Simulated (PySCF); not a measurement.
# C5H3ClOS: the cost of one run

Programs: PySCF 2.14.0, with density-fitted response routines of our own. Each step states its level of theory. These are calculated values for one molecule in the gas phase, unless marked as measured. Atoms count from 0, in the outputs and in this text.

## (1) The starting structure

11 atoms, charge 0, multiplicity 1; geometry from: GFN2-xTB. The atoms were then displaced at random by about 0.01 Å, so the start is not that level's minimum.

Bonds of the start (Å): O0–C1 1.20, C1–Cl2 1.79, C1–C3 1.49, C3–C4 1.40, C4–C5 1.36, C5–S6 1.72, S6–C7 1.69, C7–C3 1.37, C4–H8 1.07, C5–H9 1.08, C7–H10 1.08.

## (2) Geometry optimisation at PBE0-D3(BJ)/def2-SVP

What the job is given:

```
{"job": {"xc": "PBE0", "basis": "def2-SVP", "d3": "d3bj", "grid": 1, "shake": 0.01, "kind": "geom"}, "charge": 0, "multiplicity": 1}
O     -2.095690    -1.634640     0.143560
C     -1.746760    -0.512950    -0.111670
Cl    -2.947860     0.717580    -0.623810
C     -0.352810     0.001710    -0.060680
C      0.702050    -0.843570     0.318950
C      1.882150    -0.176540     0.313930
S      1.715140     1.464130    -0.164850
C      0.041220     1.281090    -0.356970
H      0.572300    -1.863620     0.615950
H      2.858480    -0.556740     0.568180
H     -0.590100     2.097730    -0.658250
```

The run is started by

```console
> OMP_NUM_THREADS=1 python probes_run.py task.json out
```

This one command runs all jobs of the session in turn.

Q: Estimate the wall time and peak memory of this first job on 1 thread of AMD EPYC 9B45, shared host.

About 38 s, with a peak of 0.54 GiB.
